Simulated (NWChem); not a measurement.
# GaH2OF (SMILES [OH][GaH][F]): CCSD(T)/pc-0

Aim: the energy difference between two shapes of GaH2OF at CCSD(T)/pc-0, from 2 runs. 

Program for the calculation: NWChem 7.3.0.

## 1. Starting point

The species is GaH2OF (5 atoms), meant as a singlet with charge 0. SMILES: `[OH][GaH][F]`. Geometry: relaxed at PBE0-D4/def2-TZVP. This is one conformer, not always the lowest.

Bond lengths: O1–Ga2 1.771 Å, Ga2–F3 1.746 Å, O1–H4 0.959 Å, Ga2–H5 1.545 Å. Angles: O1–Ga2–F3 111.1°, O1–Ga2–H5 128.8°, F3–Ga2–H5 120.0°, Ga2–O1–H4 114.5°.

## 2. The energy at CCSD(T)/pc-0

Input file input.nw:

```
START input
TITLE "FGaH2O"
memory 2200 mb

GEOMETRY units angstrom noautosym nocenter noautoz
  O     -1.130400    -0.588700    -0.283800
  Ga     0.383700     0.280500     0.015600
  F      0.438300     1.777800    -0.881200
  H     -1.210600    -1.420700     0.187200
  H      1.569000    -0.122600     0.920900
END

BASIS spherical bse
  O library pc-0
  Ga library pc-0
  F library pc-0
  H library pc-0
END

SCF
  maxiter 60
  print medium
END

CCSD
  freeze core 11
  maxiter 50
END

TASK ccsd(t) energy
```

Command:

```bash
$ nwchem input.nw > input.out
```

Output:

```text
[...]
  functions       =    44
[...]
  wavefunction    = RHF
[...]
         Total SCF energy =  -2096.675825601309
      One-electron energy =  -3319.108706206264
      Two-electron energy =   1024.093761990184
 Nuclear repulsion energy =    198.339118614771
        Time for solution =      4.8s
[...]
 Total MP2 energy:          -2096.916743815252630
[...]
             energy      energy      error      ampl     ampl      Block
                                                time     time      time
[...]
 Total CCSD energy:          -2096.925569183323205
[...]
 Total CCSD+T(CCSD) energy:          -2096.931266670568220
[...]
 Total CCSD(T) energy:               -2096.930225015868928
[...]
```

Wall time 18 s (1 thread of Intel Xeon 6975P-C (Granite Rapids), shared host); peak memory 0.12 GiB.

## 3. The distorted shape

Input file m1.nw:

```
START m1
TITLE "FGaH2O ccsd(t)"
memory stack 880 mb heap 220 mb global 1100 mb
charge 0

GEOMETRY noautosym nocenter noautoz
 O       -1.056973      -0.698752      -0.369298
 Ga       0.382468       0.410179      -0.105320
 F        0.583231       1.860132      -0.988959
 H       -1.303380      -1.239987       0.124590
 H        1.660085      -0.130871       0.846003
END

BASIS spherical bse
 * library pc-0
END

SCF
 maxiter 60
END

CCSD
 freeze core 11
 maxiter 50
END

TASK ccsd(t)
```

Command:

```bash
$ nwchem m1.nw > m1.out
```

Output:

```text
[...]
  functions       =    44
[...]
  wavefunction    = RHF
[...]
         Total SCF energy =  -2096.612640356029
      One-electron energy =  -3315.180529267810
      Two-electron energy =   1021.864657871345
 Nuclear repulsion energy =    196.703231040437
        Time for solution =      4.8s
[...]
 Total MP2 energy:          -2096.848976638329077
[...]
             energy      energy      error      ampl     ampl      Block
                                                time     time      time
[...]
 Total CCSD energy:          -2096.858396573381015
[...]
 Total CCSD+T(CCSD) energy:          -2096.863594623358949
[...]
 Total CCSD(T) energy:               -2096.862638819675340
[...]
```

Run time: 18 s. Hardware: 1 thread of Intel Xeon 6975P-C (Granite Rapids), shared host; peak memory 0.12 GiB.

## 4. Results

Level: CCSD(T)/pc-0, 11 core orbitals frozen.

| quantity | value |
| --- | --- |
| first shape: total energy | -2096.93023 Eh |
| first shape: HOMO energy (Hartree–Fock orbitals) | -12.78 eV |
| first shape: LUMO energy (Hartree–Fock orbitals) | 2.31 eV |
| first shape: HOMO–LUMO gap (Hartree–Fock orbitals) | 15.10 eV |
| first shape: correlation energy (11 core orbitals frozen) | -254.4 mEh |
| first shape: (T) correction | -4.66 mEh |
| distorted shape: total energy | -2096.86264 Eh |
| distorted shape: HOMO energy (Hartree–Fock orbitals) | -12.28 eV |
| distorted shape: LUMO energy (Hartree–Fock orbitals) | 2.02 eV |
| distorted shape: HOMO–LUMO gap (Hartree–Fock orbitals) | 14.31 eV |
| distorted shape: correlation energy (11 core orbitals frozen) | -250.0 mEh |
| distorted shape: (T) correction | -4.24 mEh |
| energy change with the atoms displaced | 1.839 eV |

What this shows: With the atoms displaced the energy rises by 1.84 eV (42 kcal/mol). The first shape isn't relaxed at this level, so the change isn't measured from a minimum. Mulliken charges (first shape) run from -0.79 on O1 to +1.12 on Ga2. The triples (first shape) make up 1.8 % of the correlation energy. The triples (distorted shape) make up 1.7 % of the correlation energy.
